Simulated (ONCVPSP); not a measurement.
**Tellurium: generating and testing an ONCV potential**

Do these settings give a usable potential? It is generated, then checked for transferability, scattering, ghosts and hardness.

Program: ONCVPSP 4.0.1. Reference atom: LDA (Perdew-Zunger), scalar-relativistic, spherical and spin-unpolarised. All values are calculated.

### 1 The atom and the settings

The settings as typed:

```json
{"element": "tellurium (Te, Z = 52)", "type": "optimised norm-conserving Vanderbilt (ONCV)", "frozen core": "[Kr]", "valence charge": "16", "reference configuration": "4d10 5s1.5 5p4.5", "partial waves": "5s: rc 1.50 bohr, ncon 3, nbas 8, qcut 3.5 1/bohr, 2 projectors, debl 3.1 Ha; 5p: rc 2.15 bohr, ncon 3, nbas 6, qcut 3.7 1/bohr, 1 projector; 4d: rc 1.40 bohr, ncon 4, nbas 9, qcut 13.5 1/bohr, 2 projectors, debl 3.6 Ha", "local potential": "polynomial inside 0.90 bohr (lpopt 5, dvloc0 0 Ha)", "core correction": "Teter function, fcfact 5, rcfact 1.35"}
```

### 2 The generation run

Contents of Te.dat:

```
# ATOM AND REFERENCE CONFIGURATION
# atsym  z   nc   nv     iexc    psfile
  Te 52.00    8    3        3      upf
#
#   n    l    f
    1    0    2.00
    2    0    2.00
    2    1    6.00
    3    0    2.00
    3    1    6.00
    3    2   10.00
    4    0    2.00
    4    1    6.00
    4    2   10.00
    5    0    1.50
    5    1    4.50
#
# PSEUDOPOTENTIAL AND OPTIMIZATION
# lmax
    2
#
#   l,   rc,      ep,       ncon, nbas, qcut
    0    1.50    0.00    3    8    3.50
    1    2.15    0.00    3    6    3.70
    2    1.40    0.00    4    9   13.50
#
# LOCAL POTENTIAL
# lloc, lpopt,  rc(5),   dvloc0
    4    5    0.90    0.00
#
# VANDERBILT-KLEINMAN-BYLANDER PROJECTORs
# l, nproj, debl
    0    2    3.10
    1    1    1.60
    2    2    3.60
#
# MODEL CORE CHARGE
# icmod, fcfact, rcfact
    3    5.00    1.35
#
# LOG DERIVATIVE ANALYSIS
# epsh1, epsh2, depsh
   -3.00    5.00    0.02
#
# OUTPUT GRID
# rlmax, drl
    6.00    0.01
#
# TEST CONFIGURATIONS
# ncnf
    4
# nvcnf
#   n    l    f
    3
    4    2   10.00
    5    0    2.00
    5    1    4.00
#
    3
    4    2   10.00
    5    0    2.00
    5    1    3.00
#
    3
    4    2   10.00
    5    0    2.00
    5    1    2.00
#
    3
    4    2   10.00
    5    0    0.00
    5    1    6.00
#
```

The run is started by

```console
$ oncvpsp.x < Te.dat > Te.out
```

Q: Predict the outcome of this session. Wanted: cutoffs for 1 and 0.1 mHa per electron, occupied waves; bound ghosts; GHOST(+) flags; largest test error; largest phase difference near zero energy, channels read; rms error of d²Exc/dn², without and with the model core.

As calculated:

| quantity | value |
| --- | --- |
| cutoffs for 1 and 0.1 mHa per electron, occupied waves | 53 Ha and 79 Ha |
| bound ghosts | s at -177.14 eV, p at -160.87 eV |
| GHOST(+) flags | s at 144 eV |
| largest test error (AE − PS) | +2.7 meV, for 4d10 5s2 5p2 |
| largest phase difference near zero energy, channels read | 0.007 rad |
| rms error of d²Exc/dn², without and with the model core | 5.46 and 1.25 mHa |

**Reading.** A bound ghost (s, p) makes it unfit for use: electrons can fall into a state that the atom doesn't have. The worst unpolarised test, 4d10 5s2 5p2, is off by 2.7 meV on 23.4 eV; by total energies transferability rates as very good. Atomic tests can pass in spite of a ghost, since they solve only for the levels asked. It counts as hard, with 53 Ha needed at the looser tolerance. At the looser tolerance the 4d wave is the slowest; 5s needs 15 Ha. Near zero energy the phases of the channels with partial waves agree within 0.007 rad. The program also flags highly localised states, GHOST(+) (s). These are tests on the free atom; a crystal test is still owed.
